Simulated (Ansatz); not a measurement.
A nudged elastic band was laid between two geometries of a periodic cell of 13 atoms, Zr$_{12}$H (host Zr, host structure hcp, interstitial H).

The calculation used DFT PBEsol, scalar-relativistic, plane waves, PAW (Ansatz 0.2.0). Settings: cutoff 420 eV, k mesh 4x3x4, gaussian smearing 0.1 eV, no spin polarisation.

| Item | Value |
| --- | --- |
| movable images | 7 |
| climbing image | yes |
| spring | 1.0 eV/Å² |
| optimiser | fire |
| start path | IDPP |
| force threshold | 0.03 eV/Å |
| iteration limit | 28 |
| end points | relaxed |

First end point:

```xyz
13
Lattice="6.4600 0.0000 0.0000 -4.8450 8.3918 0.0000 0.0000 0.0000 5.1454" Properties=species:S:1:pos:R:3
Zr 0.012 0.010 -0.017
Zr 0.001 1.878 2.578
Zr -1.603 2.781 0.041
Zr -1.651 4.654 2.559
Zr -3.224 5.572 -0.006
Zr -3.251 7.465 2.539
Zr 3.229 0.003 0.006
Zr 3.214 1.866 2.608
Zr 1.638 2.784 0.029
Zr 1.614 4.648 2.556
Zr 0.010 5.594 0.055
Zr -0.015 7.519 2.539
H -0.017 5.621 3.194
```

Last end point:

Only the atoms that move by more than 0.05 Å are listed.
```
Zr3 -1.599 2.769 -0.031
Zr6 -3.240 7.464 2.618
Zr8 3.220 1.867 2.547
Zr9 1.641 2.773 -0.019
Zr11 0.012 5.583 -0.047
Zr12 -0.006 7.519 2.618
H13 -0.011 5.622 1.958
```

What changes between the two ends?

The atom that moves furthest is H13, by 1.24 Å; four of its nearest neighbours are Zr4 2.00, Zr10 2.00, Zr11 2.01, Zr12 2.01 Å at the first end and Zr4 2.00, Zr10 2.00, Zr11 2.01, Zr12 2.01 Å at the last.

Give the energies along the band, and the barrier.

The forces met the threshold. The highest image is number 4 of 0 to 8, 0.182 eV above the ends, which have the same energy within 2 meV. By the program's own check the climbing image is a first-order saddle point (lowest curvatures found: -2.28 and 0.54 eV/Å²). Limits of this set-up: coarse k mesh, odd electron count without spin, a small cell, in which the defect meets its images, a typed lattice constant that wasn't relaxed here.

```json
{"image": "0", "path coordinate (Å)": "0.00", "energy (eV)": "0.000"}
{"image": "1", "path coordinate (Å)": "0.18", "energy (eV)": "0.028"}
{"image": "2", "path coordinate (Å)": "0.35", "energy (eV)": "0.096"}
{"image": "3", "path coordinate (Å)": "0.50", "energy (eV)": "0.159"}
{"image": "4", "path coordinate (Å)": "0.65", "energy (eV)": "0.182"}
{"image": "5", "path coordinate (Å)": "0.80", "energy (eV)": "0.158"}
{"image": "6", "path coordinate (Å)": "0.95", "energy (eV)": "0.094"}
{"image": "7", "path coordinate (Å)": "1.12", "energy (eV)": "0.026"}
{"image": "8", "path coordinate (Å)": "1.30", "energy (eV)": "0.000"}
```

What is the geometry of the highest image?


```xyz
13
Lattice="6.4600 0.0000 0.0000 -4.8450 8.3918 0.0000 0.0000 0.0000 5.1454" Properties=species:S:1:pos:R:3
Zr 0.041 -0.006 0.005
Zr 0.020 1.895 2.578
Zr -1.576 2.760 0.005
Zr -1.702 4.614 2.578
Zr -3.219 5.554 0.005
Zr -3.243 7.447 2.578
Zr 3.238 -0.005 0.005
Zr 3.201 1.859 2.578
Zr 1.666 2.784 0.005
Zr 1.623 4.628 2.578
Zr -0.003 5.594 0.005
Zr -0.010 7.593 2.578
H -0.040 5.641 2.577
```

The band took 23 iterations and roughly 2.1 core-hours.

The run took 35 min on 4 threads of Intel(R) Xeon(R) Platinum 8259CL CPU @ 2.50GHz (Skylake/Cascade Lake) (shared host), peak memory 3.6 GiB.
